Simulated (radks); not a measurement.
# Tb⁴⁺ in [Xe] 4f7: an all-electron calculation

Aim: the levels, the sizes of the orbitals and the parts of the energy of the terbium ion Tb4+.

Method: Dirac Kohn-Sham, PBE, spin-unpolarised, spherical densities, point nucleus; open shells fill j = l - 1/2 first. Code: radks (a radial shooting solver on a logarithmic mesh, Libxc functionals) version 1.

## (1) The system

| Item | Value |
| --- | --- |
| element | terbium (Z = 65) |
| charge | +4 |
| electrons | 61 |
| configuration | [Xe] 4f7 |

## (2) The calculation

Settings of this run:

```text
Z 65
configuration [Xe] 4f7 6s0 5d0
relativity Dirac
functional pbe,pbe
spin unpolarised
j_filling energy
nucleus point
c 137.035999084
```

Q: Predict the outcome of this run.

**Answer**, as computed:

```
                        quantity                   value
                    total energy     -11715.7769 hartree
exchange-correlation share of it                  2.18 %
                            −T/E                  1.0939
          highest occupied level       4f7/2, -53.685 eV
    most extended occupied level  5p3/2, <r> = 1.47 bohr
 radius at density 0.001 e/bohr³               3.07 bohr
    maxima of the radial density                       4
         ionisation energy, NIST     66.5 (semi-emp.) eV
```

What this shows: 5 principal shells are occupied and 4 maxima appear in the radial density; where shells overlap, one shows as a shoulder or not at all. −T/E is 1.094: with relativity the kinetic term as defined here no longer equals −E. The top level binds by 53.685 eV, 81 % of the NIST ionisation energy of 66.5 eV; the potential of a semilocal functional falls off too fast, so its top eigenvalue is too shallow. Spin polarisation and multiplet splitting are left out.
